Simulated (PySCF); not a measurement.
# NiCl4 (-2): ligand-field states, spin distribution

What do calculations give for the ligand-field states, spin distribution of NiCl4 (-2)?

Computed with PySCF 2.14.0 and routines of our own; the level stands in each step. Atoms count from 0.

## (1) The system as given

5 atoms, charge -2, states of the metal's open shell are computed; geometry from: model start, shaken.

## (2) Relaxing the molecule at PBE0-D3(BJ)/def2-TZVP

The job: settings as JSON, then the geometry in Å.

```
{"job": {"xc": "PBE0", "basis": "def2-TZVP", "d3": "d3bj", "grid": 1, "maxiter": 45, "solvent": "water", "kind": "geom"}, "charge": -2, "metal": "Ni", "open_shell": "d8"}
Ni     0.000020     0.004480    -0.004110
Cl     1.303000     1.309540     1.301480
Cl    -1.315460    -1.296250     1.308980
Cl    -1.325670     1.323710    -1.311010
Cl     1.317940    -1.330320    -1.316800
```

Run with:

```bash
OMP_NUM_THREADS=1 python lf_run.py task.json out
```

This one command runs all jobs of the session in turn.

What it wrote:

```text
step   0  E = -3348.87817659  max force = 0.006036
step   1  E = -3348.87969067  max force = 0.003057
step   2  E = -3348.88062434  max force = 0.003345
step   3  E = -3348.88072281  max force = 0.002540
step   4  E = -3348.88083387  max force = 0.004489
step   5  E = -3348.88099729  max force = 0.002436
step   6  E = -3348.88100612  max force = 0.000783
step   7  E = -3348.88102040  max force = 0.000600
step   8  E = -3348.88106641  max force = 0.000517
step   9  E = -3348.88114618  max force = 0.000691
step  10  E = -3348.88122659  max force = 0.001041
step  11  E = -3348.88124817  max force = 0.000602
step  12  E = -3348.88123809  max force = 0.000249
step  13  E = -3348.88123056  max force = 0.000170
step  14  E = -3348.88123561  max force = 0.000185
optimisation converged
```

It took 8.3 min on 1 thread of Arm Neoverse V2, shared host; peak memory 1.3 GiB.

Along the way:

| step | energy from step 0 (eV) | largest force component (eV/Å) |
| --- | --- | --- |
| 0 | 0.0000 | 0.3104 |
| 1 | -0.0412 | 0.1572 |
| 2 | -0.0666 | 0.1720 |
| 3 | -0.0693 | 0.1306 |
| 4 | -0.0723 | 0.2308 |
| 5 | -0.0768 | 0.1253 |
| 6 | -0.0770 | 0.0403 |
| 7 | -0.0774 | 0.0309 |
| 8 | -0.0786 | 0.0266 |
| 9 | -0.0808 | 0.0355 |
| 10 | -0.0830 | 0.0535 |
| 11 | -0.0836 | 0.0310 |
| 12 | -0.0833 | 0.0128 |
| 13 | -0.0831 | 0.0087 |
| 14 | -0.0832 | 0.0095 |

Distances of close pairs at the start and the end, largest changes first:

| bond | before (Å) | after (Å) | change (Å) |
| --- | --- | --- | --- |
| Ni0–Cl1 | 2.260 | 2.287 | +0.028 |
| Ni0–Cl2 | 2.269 | 2.285 | +0.017 |
| Ni0–Cl4 | 2.289 | 2.285 | -0.004 |
| Ni0–Cl3 | 2.282 | 2.283 | +0.001 |

Where it ended (Å):

| atom | x (Å) | y (Å) | z (Å) |
| --- | --- | --- | --- |
| Ni0 | -0.0129 | 0.1330 | -0.0136 |
| Cl1 | 1.3132 | 1.4410 | 1.3142 |
| Cl2 | -1.1913 | -1.2121 | 1.4095 |
| Cl3 | -1.5407 | 0.8637 | -1.5442 |
| Cl4 | 1.4116 | -1.2144 | -1.1873 |

| at the end point | value |
| --- | --- |
| point group (found at 0.08 Å tolerance) | C2v |
| rotational constants (GHz, main isotopes) | 1.157, 1.028, 0.958 |
| ⟨S²⟩ | 2.005 |

## (3) Ligand-field states: state-averaged CASSCF in water

The job: settings as JSON, then the geometry in Å.

```
{"job": {"kind": "lf", "basis": {"metal": "x2c-TZVPall", "ligand": "x2c-SVPall"}, "nevpt": true, "solvent": "water"}, "charge": -2, "metal": "Ni", "open_shell": "d8"}
Ni     0.000000     0.000000     0.000000
Cl     1.442596     1.442596     1.029278
Cl     1.299912    -1.299912    -1.357622
Cl    -1.442596    -1.442596     1.029278
Cl    -1.299912     1.299912    -1.357622
```

Method: state-averaged CASSCF of the metal d shell, SC-NEVPT2 on the averaged canonical orbitals, state-interaction spin-orbit coupling.

What it wrote:

```text
basis functions 120, electrons 98, active (8e, 5o)
stage 1: DIIS on the effective Fock matrix, level shift 0.30
cycle   1  E = -3353.3723223226  dE = -3.353e+03  max|g| = 4.426e+00
cycle   2  E = -3358.4763072408  dE = -5.104e+00  max|g| = 3.185e+00
cycle   3  E = -3353.5997466337  dE =  4.877e+00  max|g| = 4.651e+00
cycle   4  E = -3361.8425040823  dE = -8.243e+00  max|g| = 6.123e-01
cycle   5  E = -3362.4773796997  dE = -6.349e-01  max|g| = 2.802e-01
cycle   6  E = -3362.5262039613  dE = -4.882e-02  max|g| = 7.156e-02
cycle   7  E = -3362.5278502109  dE = -1.646e-03  max|g| = 9.856e-02
cycle   8  E = -3362.5150376740  dE =  1.281e-02  max|g| = 8.192e-02
cycle   9  E = -3362.5252503221  dE = -1.021e-02  max|g| = 6.050e-02
cycle  10  E = -3362.5381491662  dE = -1.290e-02  max|g| = 6.236e-02
cycle  11  E = -3362.5019925778  dE =  3.616e-02  max|g| = 1.298e-01
cycle  12  E = -3362.3701179433  dE =  1.319e-01  max|g| = 2.047e-01
cycle  13  E = -3362.0723754500  dE =  2.977e-01  max|g| = 3.983e-01
cycle  14  E = -3361.7814753013  dE =  2.909e-01  max|g| = 6.654e-01
cycle  15  E = -3361.5666403090  dE =  2.148e-01  max|g| = 8.424e-01
stage 2: quasi-Newton rotations from the point of smallest gradient
cycle  17  E = -3362.5486294624  dE = -2.338e-02  max|g| = 6.238e-02
cycle  18  E = -3362.5497226511  dE = -1.093e-03  max|g| = 4.233e-02
cycle  19  E = -3362.5501331377  dE = -4.105e-04  max|g| = 1.773e-03
cycle  20  E = -3362.5501400661  dE = -6.928e-06  max|g| = 8.565e-04
cycle  21  E = -3362.5501412996  dE = -1.234e-06  max|g| = 1.767e-04
cycle  22  E = -3362.5501414114  dE = -1.118e-07  max|g| = 4.774e-05
cycle  23  E = -3362.5501414172  dE = -5.755e-09  max|g| = 1.260e-05
cycle  24  E = -3362.5501414176  dE = -4.543e-10  max|g| = 2.871e-06
converged average energy = -3362.5501414176

 mult deg   label        CASSCF/cm-1   NEVPT2/cm-1
   3   1   3B2                 0.0           0.0
   3   1   3B1               959.0        1468.8
   3   1   3A2              1195.8        1822.9
   3   1   3A1              1975.1        3080.8
   3   1   3B1              2808.6        4301.8
   3   1   3B2              2930.7        4545.6
   3   1   3A2              4657.3        7195.0
   1   1   1B2             16556.4       14797.3
   1   1   1A1             16731.2       14948.1
   1   1   1B1             17233.7       15855.4
   1   1   1A1             17426.1       16157.3
   1   1   1A2             18191.4       17196.6
   3   1   3A2             20258.4       18220.9
   3   1   3B1             20978.0       19258.3
   3   1   3B2             21511.7       19885.3
   1   1   1B1             25435.0       23944.9
   1   1   1A1             25494.5       23964.5
   1   1   1A2             25704.1       24378.8
   1   1   1B2             25920.0       24693.1
   1   1   1A1             26642.0       25889.6
   1   1   1B2             27302.9       26479.3
   1   1   1B1             27447.9       26796.5
   1   1   1A2             27511.8       27140.3
   1   1   1A1             27772.8       27244.0
   1   1   1A1             62290.4       54473.1

spin-orbit levels / cm-1
      0.00  x1  3B2 0.83 3B1 0.10 3A2 0.06
     67.39  x1  3B2 0.90 3B1 0.06
    110.39  x1  3B2 0.91 3A2 0.06 3A1 0.03
   1437.90  x1  3B1 0.67 3A2 0.24 3A1 0.07
   1563.95  x1  3B1 0.80 3A1 0.12 3B2 0.04
   1833.73  x1  3B1 0.73 3B2 0.14 3A2 0.10
   1990.25  x1  3A2 0.74 3B1 0.12 3B2 0.07
   2165.10  x1  3A2 0.88 3B2 0.05 3B2 0.05
   2223.43  x1  3A2 0.69 3B1 0.23 3B1 0.05
   3472.46  x1  3A1 0.93 3B2 0.04
   3514.09  x1  3A1 0.87 3B1 0.10
   3738.89  x1  3A1 0.82 3B1 0.09 3B2 0.05
   4616.10  x1  3B1 0.69 3B2 0.19 3A2 0.08
   4673.52  x1  3B1 0.87 3A2 0.06 3A2 0.05
   4757.09  x1  3B1 0.91 3B2 0.05 3A1 0.03
   4908.38  x1  3B2 0.91 3A2 0.05 3A2 0.04
   5074.23  x1  3B2 0.91 3B1 0.05 3B1 0.04
   5140.18  x1  3B2 0.68 3B1 0.19 3A2 0.08
   7760.01  x1  3A2 0.93 3B2 0.04
   7768.05  x1  3A2 0.92 3B1 0.05
   7800.45  x1  3A2 0.91 3B1 0.04 3B2 0.04
  15087.07  x1  1B2 0.93 3A2 0.03
  15226.51  x1  1A1 0.94
  16042.66  x1  1B1 0.90 3A2 0.07
  16292.86  x1  1A1 0.88 3A2 0.06 3B1 0.05
  17242.12  x1  1A2 0.85 3B1 0.09 3B2 0.06
  18670.32  x1  3A2 0.92 1B2 0.04 3B1 0.04
  18749.52  x1  3A2 0.88 1A1 0.07
  18757.39  x1  3A2 0.91 1B1 0.08
  19719.24  x1  3B1 0.82 3B2 0.12 1A1 0.04
```

It took 5.8 s on 1 thread of Arm Neoverse V2, shared host; peak memory 0.47 GiB.

Key values:

| quantity | value |
| --- | --- |
| spin-orbit constant ζ | 638 cm⁻¹ |

Powder susceptibility:

| T (K) | χT (cm³ K/mol) | μ(eff) |
| --- | --- | --- |
| 2 | 0.071 | 0.76 |
| 5 | 0.178 | 1.20 |
| 10 | 0.357 | 1.69 |
| 20 | 0.708 | 2.38 |
| 30 | 1.021 | 2.86 |
| 50 | 1.450 | 3.40 |
| 75 | 1.711 | 3.70 |
| 100 | 1.834 | 3.83 |
| 150 | 1.948 | 3.95 |
| 200 | 2.010 | 4.01 |
| 250 | 2.059 | 4.06 |
| 300 | 2.102 | 4.10 |

The fields below are evaluated on a grid from the run's orbitals.

The spin density lies nearest to Ni0 96 %.

## (4) Spin distribution: unrestricted DFT, spin states

The job: settings as JSON, then the geometry in Å.

```
{"job": {"kind": "spin", "xc": "BP86"}, "charge": -2, "metal": "Ni", "open_shell": "d8"}
Ni     0.000000     0.000000     0.000000
Cl     1.442596     1.442596     1.029278
Cl     1.299912    -1.299912    -1.357622
Cl    -1.442596    -1.442596     1.029278
Cl    -1.299912     1.299912    -1.357622
```

With the program's defaults for keys left out, this is: unrestricted DFT energies of the spin multiplicities at one geometry, beside CASSCF and NEVPT2 of the metal shell.

What it wrote:

```text
multiplicity 3
final grid: 60024 points
cycle   1  E = -3367.3897640087  dE = -6.107e-02  |g| = 2.993e-01  |ddm| = 8.002e-01
cycle   2  E = -3366.8124966487  dE =  5.773e-01  |g| = 1.617e+00  |ddm| = 9.753e-01
cycle   3  E = -3367.3904618387  dE = -5.780e-01  |g| = 3.088e-01  |ddm| = 5.970e-01
cycle   4  E = -3367.4247852192  dE = -3.432e-02  |g| = 2.665e-02  |ddm| = 2.429e-01
cycle   5  E = -3367.4250570518  dE = -2.718e-04  |g| = 1.311e-02  |ddm| = 2.717e-02
cycle   6  E = -3367.4250907658  dE = -3.371e-05  |g| = 5.406e-03  |ddm| = 4.192e-03
cycle   7  E = -3367.4250994499  dE = -8.684e-06  |g| = 6.984e-04  |ddm| = 3.330e-03
cycle   8  E = -3367.4250996420  dE = -1.921e-07  |g| = 2.672e-04  |ddm| = 8.333e-04
converged SCF energy = -3367.4250996420
multiplicity 1
final grid: 60024 points
cycle   1  E = -3367.2607395073  dE = -3.234e-02  |g| = 5.943e-01  |ddm| = 1.497e+00
cycle   2  E = -3360.5009681479  dE =  6.760e+00  |g| = 4.904e+00  |ddm| = 6.598e+00
cycle   3  E = -3367.1345601659  dE = -6.634e+00  |g| = 8.926e-01  |ddm| = 6.418e+00
cycle   4  E = -3367.3440751141  dE = -2.095e-01  |g| = 3.325e-01  |ddm| = 5.097e-01
cycle   5  E = -3367.3357535809  dE =  8.322e-03  |g| = 2.695e-01  |ddm| = 1.459e+00
cycle   6  E = -3367.3380577279  dE = -2.304e-03  |g| = 2.128e-01  |ddm| = 1.444e+00
cycle   7  E = -3367.3498415868  dE = -1.178e-02  |g| = 2.223e-01  |ddm| = 1.469e+00
cycle   8  E = -3367.3606915663  dE = -1.085e-02  |g| = 2.551e-01  |ddm| = 1.513e+00
cycle   9  E = -3367.3699508719  dE = -9.259e-03  |g| = 1.647e-01  |ddm| = 1.525e-01
cycle  10  E = -3367.3540620652  dE =  1.589e-02  |g| = 1.664e-01  |ddm| = 1.504e+00
cycle  11  E = -3367.3708342816  dE = -1.677e-02  |g| = 1.389e-01  |ddm| = 1.496e+00
cycle  12  E = -3367.3714190849  dE = -5.848e-04  |g| = 1.275e-01  |ddm| = 2.234e-02
cycle  13  E = -3367.3679747764  dE =  3.444e-03  |g| = 1.671e-01  |ddm| = 7.169e-02
cycle  14  E = -3367.3428294349  dE =  2.515e-02  |g| = 2.333e-01  |ddm| = 1.472e+00
cycle  15  E = -3367.3400932807  dE =  2.736e-03  |g| = 2.518e-01  |ddm| = 4.260e-02
cycle  16  E = -3367.3467497720  dE = -6.656e-03  |g| = 2.217e-01  |ddm| = 4.226e-01
cycle  17  E = -3367.3638440130  dE = -1.709e-02  |g| = 1.872e-01  |ddm| = 1.436e+00
cycle  18  E = -3367.3631672152  dE =  6.768e-04  |g| = 2.032e-01  |ddm| = 6.527e-02
cycle  19  E = -3367.3459794819  dE =  1.719e-02  |g| = 2.223e-01  |ddm| = 1.457e+00
cycle  20  E = -3367.3659549161  dE = -1.998e-02  |g| = 1.772e-01  |ddm| = 1.453e+00
cycle  21  E = -3367.3631284343  dE =  2.826e-03  |g| = 1.873e-01  |ddm| = 1.607e-01
cycle  22  E = -3367.3649533729  dE = -1.825e-03  |g| = 1.889e-01  |ddm| = 1.327e-01
cycle  23  E = -3367.3725603092  dE = -7.607e-03  |g| = 1.250e-01  |ddm| = 1.405e-01
cycle  24  E = -3367.3458394356  dE =  2.672e-02  |g| = 2.261e-01  |ddm| = 1.475e+00
cycle  25  E = -3367.3437614069  dE =  2.078e-03  |g| = 2.389e-01  |ddm| = 2.565e-02
cycle  26  E = -3367.3470919290  dE = -3.331e-03  |g| = 2.169e-01  |ddm| = 1.137e-01
cycle  27  E = -3367.3554420022  dE = -8.350e-03  |g| = 1.714e-01  |ddm| = 2.984e-01
cycle  28  E = -3367.3484450217  dE =  6.997e-03  |g| = 2.014e-01  |ddm| = 5.737e-01
cycle  29  E = -3367.3568353599  dE = -8.390e-03  |g| = 1.847e-01  |ddm| = 1.333e+00
cycle  30  E = -3367.3647265140  dE = -7.891e-03  |g| = 1.491e-01  |ddm| = 2.781e-01
cycle  31  E = -3367.3647261165  dE =  3.974e-07  |g| = 1.491e-01  |ddm| = 5.119e-03
cycle  32  E = -3367.3625460485  dE =  2.180e-03  |g| = 1.716e-01  |ddm| = 5.877e-01
cycle  33  E = -3367.3662077439  dE = -3.662e-03  |g| = 1.568e-01  |ddm| = 3.973e-01
cycle  34  E = -3367.3688331183  dE = -2.625e-03  |g| = 1.435e-01  |ddm| = 1.043e-01
cycle  35  E = -3367.3557434137  dE =  1.309e-02  |g| = 1.966e-01  |ddm| = 1.416e+00
cycle  36  E = -3367.3691900244  dE = -1.345e-02  |g| = 1.581e-01  |ddm| = 3.997e-01
cycle  37  E = -3367.3692302584  dE = -4.023e-05  |g| = 1.768e-01  |ddm| = 5.453e-01
cycle  38  E = -3367.3817826361  dE = -1.255e-02  |g| = 1.413e-01  |ddm| = 3.975e-01
cycle  39  E = -3367.3834611997  dE = -1.679e-03  |g| = 1.386e-01  |ddm| = 4.786e-02
cycle  40  E = -3367.3906259997  dE = -7.165e-03  |g| = 1.132e-01  |ddm| = 3.309e-01
SCF not converged, last energy = -3367.3906259997
restart with level shift 0.25
final grid: 60024 points
cycle   1  E = -3367.3494001464  dE = -1.210e-01  |g| = 1.090e-01  |ddm| = 5.183e-01
cycle   2  E = -3367.3700383800  dE = -2.064e-02  |g| = 6.570e-02  |ddm| = 2.167e-01
cycle   3  E = -3367.3742822067  dE = -4.244e-03  |g| = 8.239e-02  |ddm| = 1.056e-01
cycle   4  E = -3367.3763990683  dE = -2.117e-03  |g| = 2.249e-02  |ddm| = 5.717e-02
cycle   5  E = -3367.3768184139  dE = -4.193e-04  |g| = 7.593e-03  |ddm| = 3.473e-02
cycle   6  E = -3367.3769317021  dE = -1.133e-04  |g| = 5.327e-03  |ddm| = 1.529e-02
cycle   7  E = -3367.3769608236  dE = -2.912e-05  |g| = 3.277e-03  |ddm| = 8.586e-03
cycle   8  E = -3367.3769677597  dE = -6.936e-06  |g| = 4.340e-03  |ddm| = 4.575e-03
cycle   9  E = -3367.3769736191  dE = -5.859e-06  |g| = 3.153e-03  |ddm| = 2.666e-03
cycle  10  E = -3367.3769766942  dE = -3.075e-06  |g| = 2.201e-03  |ddm| = 1.740e-03
cycle  11  E = -3367.3769784406  dE = -1.746e-06  |g| = 1.254e-03  |ddm| = 1.235e-03
cycle  12  E = -3367.3769791639  dE = -7.233e-07  |g| = 8.672e-04  |ddm| = 9.313e-04
level shift removed, Fock matrix diagonalised once more
converged SCF energy = -3367.3769791639
```

Run time: 22 s. Hardware: 1 thread of Arm Neoverse V2, shared host; peak memory 0.55 GiB.

## (5) Spin distribution: unrestricted DFT, spin states

The job, as its differences from that of step 4:

```diff
@@ -1,2 +1,2 @@
-{"job": {"kind": "spin", "xc": "BP86"}, "charge": -2, "metal": "Ni", "open_shell": "d8"}
+{"job": {"kind": "spin", "xc": "TPSSh"}, "charge": -2, "metal": "Ni", "open_shell": "d8"}
 Ni     0.000000     0.000000     0.000000
```

Method: unrestricted DFT energies of the spin multiplicities at one geometry, beside CASSCF and NEVPT2 of the metal shell.

What it wrote:

```text
multiplicity 3
final grid: 60024 points
cycle   1  E = -3367.0309383519  dE = -5.837e-02  |g| = 8.418e-02  |ddm| = 4.687e-01
cycle   2  E = -3367.0326551511  dE = -1.717e-03  |g| = 5.469e-02  |ddm| = 1.416e-01
cycle   3  E = -3367.0338813265  dE = -1.226e-03  |g| = 2.187e-02  |ddm| = 7.226e-02
cycle   4  E = -3367.0339272719  dE = -4.595e-05  |g| = 3.283e-02  |ddm| = 3.147e-02
cycle   5  E = -3367.0342132578  dE = -2.860e-04  |g| = 5.367e-03  |ddm| = 2.221e-02
cycle   6  E = -3367.0342438458  dE = -3.059e-05  |g| = 2.994e-03  |ddm| = 1.375e-02
cycle   7  E = -3367.0342504144  dE = -6.569e-06  |g| = 1.568e-03  |ddm| = 7.313e-03
cycle   8  E = -3367.0342511803  dE = -7.659e-07  |g| = 2.514e-04  |ddm| = 1.493e-03
converged SCF energy = -3367.0342511803
multiplicity 1
final grid: 60024 points
cycle   1  E = -3366.9005661469  dE = -3.319e-02  |g| = 4.598e-01  |ddm| = 8.003e-01
cycle   2  E = -3364.8044167981  dE =  2.096e+00  |g| = 3.103e+00  |ddm| = 2.331e+00
cycle   3  E = -3366.8922732954  dE = -2.088e+00  |g| = 5.164e-01  |ddm| = 2.099e+00
cycle   4  E = -3366.9674545675  dE = -7.518e-02  |g| = 7.366e-02  |ddm| = 2.556e-01
cycle   5  E = -3366.9689317568  dE = -1.477e-03  |g| = 1.195e-02  |ddm| = 4.139e-02
cycle   6  E = -3366.9689820144  dE = -5.026e-05  |g| = 9.891e-03  |ddm| = 1.805e-02
cycle   7  E = -3366.9690083153  dE = -2.630e-05  |g| = 2.160e-03  |ddm| = 4.567e-03
cycle   8  E = -3366.9690096542  dE = -1.339e-06  |g| = 7.307e-04  |ddm| = 1.287e-03
cycle   9  E = -3366.9690098006  dE = -1.464e-07  |g| = 4.178e-05  |ddm| = 4.067e-04
converged SCF energy = -3366.9690098006
```

It took 16 s on 1 thread of Arm Neoverse V2, shared host; peak memory 0.51 GiB.

## (6) Spin distribution: unrestricted DFT, spin states

The job: settings as JSON, then the geometry in Å.

```
{"job": {"kind": "spin", "xc": "B3LYP"}, "charge": -2, "metal": "Ni", "open_shell": "d8"}
Ni     0.000000     0.000000     0.000000
Cl     1.442596     1.442596     1.029278
Cl     1.299912    -1.299912    -1.357622
Cl    -1.442596    -1.442596     1.029278
Cl    -1.299912     1.299912    -1.357622
```

With the program's defaults for keys left out, this is: unrestricted DFT energies of the spin multiplicities at one geometry, beside CASSCF and NEVPT2 of the metal shell.

What it wrote:

```text
multiplicity 3
final grid: 60024 points
cycle   1  E = -3367.0617037370  dE = -5.733e-02  |g| = 6.225e-02  |ddm| = 4.583e-01
cycle   2  E = -3367.0641895146  dE = -2.486e-03  |g| = 3.987e-02  |ddm| = 1.224e-01
cycle   3  E = -3367.0649168922  dE = -7.274e-04  |g| = 1.839e-02  |ddm| = 3.696e-02
cycle   4  E = -3367.0651134491  dE = -1.966e-04  |g| = 2.380e-02  |ddm| = 2.968e-02
cycle   5  E = -3367.0653701623  dE = -2.567e-04  |g| = 5.487e-03  |ddm| = 2.265e-02
cycle   6  E = -3367.0654647955  dE = -9.463e-05  |g| = 3.108e-03  |ddm| = 1.841e-02
cycle   7  E = -3367.0655155960  dE = -5.080e-05  |g| = 3.210e-03  |ddm| = 2.269e-02
cycle   8  E = -3367.0655205850  dE = -4.989e-06  |g| = 5.821e-04  |ddm| = 5.575e-03
cycle   9  E = -3367.0655207205  dE = -1.354e-07  |g| = 9.587e-05  |ddm| = 6.755e-04
converged SCF energy = -3367.0655207205
multiplicity 1
final grid: 60024 points
cycle   1  E = -3366.9796052744  dE = -7.409e-02  |g| = 2.480e-01  |ddm| = 6.678e-01
cycle   2  E = -3366.7678577947  dE =  2.117e-01  |g| = 1.019e+00  |ddm| = 6.021e-01
cycle   3  E = -3366.9956753253  dE = -2.278e-01  |g| = 1.114e-01  |ddm| = 3.657e-01
cycle   4  E = -3367.0001684806  dE = -4.493e-03  |g| = 3.751e-02  |ddm| = 1.053e-01
cycle   5  E = -3367.0005727928  dE = -4.043e-04  |g| = 1.171e-02  |ddm| = 2.063e-02
cycle   6  E = -3367.0006047450  dE = -3.195e-05  |g| = 3.249e-03  |ddm| = 5.215e-03
cycle   7  E = -3367.0006080500  dE = -3.305e-06  |g| = 1.417e-03  |ddm| = 3.523e-03
cycle   8  E = -3367.0006086979  dE = -6.479e-07  |g| = 6.267e-04  |ddm| = 1.087e-03
converged SCF energy = -3367.0006086979
```

It took 11 s on 1 thread of Arm Neoverse V2, shared host; peak memory 0.51 GiB.

## (7) Spin distribution: unrestricted DFT, spin states

The job: settings as JSON, then the geometry in Å.

```
{"job": {"kind": "spin", "xc": "PBE0"}, "charge": -2, "metal": "Ni", "open_shell": "d8"}
Ni     0.000000     0.000000     0.000000
Cl     1.442596     1.442596     1.029278
Cl     1.299912    -1.299912    -1.357622
Cl    -1.442596    -1.442596     1.029278
Cl    -1.299912     1.299912    -1.357622
```

With the program's defaults for keys left out, this is: unrestricted DFT energies of the spin multiplicities at one geometry, beside CASSCF and NEVPT2 of the metal shell.

What it wrote:

```text
multiplicity 3
final grid: 60024 points
cycle   1  E = -3366.1231638949  dE = -4.485e-02  |g| = 6.666e-02  |ddm| = 3.712e-01
cycle   2  E = -3366.1250396731  dE = -1.876e-03  |g| = 7.526e-02  |ddm| = 1.033e-01
cycle   3  E = -3366.1259735751  dE = -9.339e-04  |g| = 3.373e-02  |ddm| = 3.347e-02
cycle   4  E = -3366.1264957391  dE = -5.222e-04  |g| = 1.862e-02  |ddm| = 3.518e-02
cycle   5  E = -3366.1269221281  dE = -4.264e-04  |g| = 6.084e-03  |ddm| = 3.464e-02
cycle   6  E = -3366.1271315438  dE = -2.094e-04  |g| = 4.016e-03  |ddm| = 3.276e-02
cycle   7  E = -3366.1271910101  dE = -5.947e-05  |g| = 2.245e-03  |ddm| = 2.271e-02
cycle   8  E = -3366.1271956772  dE = -4.667e-06  |g| = 3.784e-04  |ddm| = 5.790e-03
cycle   9  E = -3366.1271958534  dE = -1.762e-07  |g| = 1.257e-04  |ddm| = 1.227e-03
converged SCF energy = -3366.1271958534
multiplicity 1
final grid: 60024 points
cycle   1  E = -3366.0427124104  dE = -6.926e-02  |g| = 1.583e-01  |ddm| = 5.530e-01
cycle   2  E = -3365.9839218677  dE =  5.879e-02  |g| = 5.445e-01  |ddm| = 3.654e-01
cycle   3  E = -3366.0519189130  dE = -6.800e-02  |g| = 4.187e-02  |ddm| = 2.079e-01
cycle   4  E = -3366.0527150147  dE = -7.961e-04  |g| = 3.550e-02  |ddm| = 6.566e-02
cycle   5  E = -3366.0530892175  dE = -3.742e-04  |g| = 7.899e-03  |ddm| = 2.147e-02
cycle   6  E = -3366.0531055106  dE = -1.629e-05  |g| = 1.543e-03  |ddm| = 4.465e-03
cycle   7  E = -3366.0531079700  dE = -2.459e-06  |g| = 1.390e-03  |ddm| = 3.857e-03
cycle   8  E = -3366.0531097327  dE = -1.763e-06  |g| = 6.681e-04  |ddm| = 3.035e-03
cycle   9  E = -3366.0531113140  dE = -1.581e-06  |g| = 1.141e-04  |ddm| = 7.178e-03
cycle  10  E = -3366.0531113207  dE = -6.631e-09  |g| = 1.149e-04  |ddm| = 3.336e-04
converged SCF energy = -3366.0531113207
```

Wall time 12 s (1 thread of Arm Neoverse V2, shared host); peak memory 0.51 GiB.

(Part 1 of 2 ends here.)
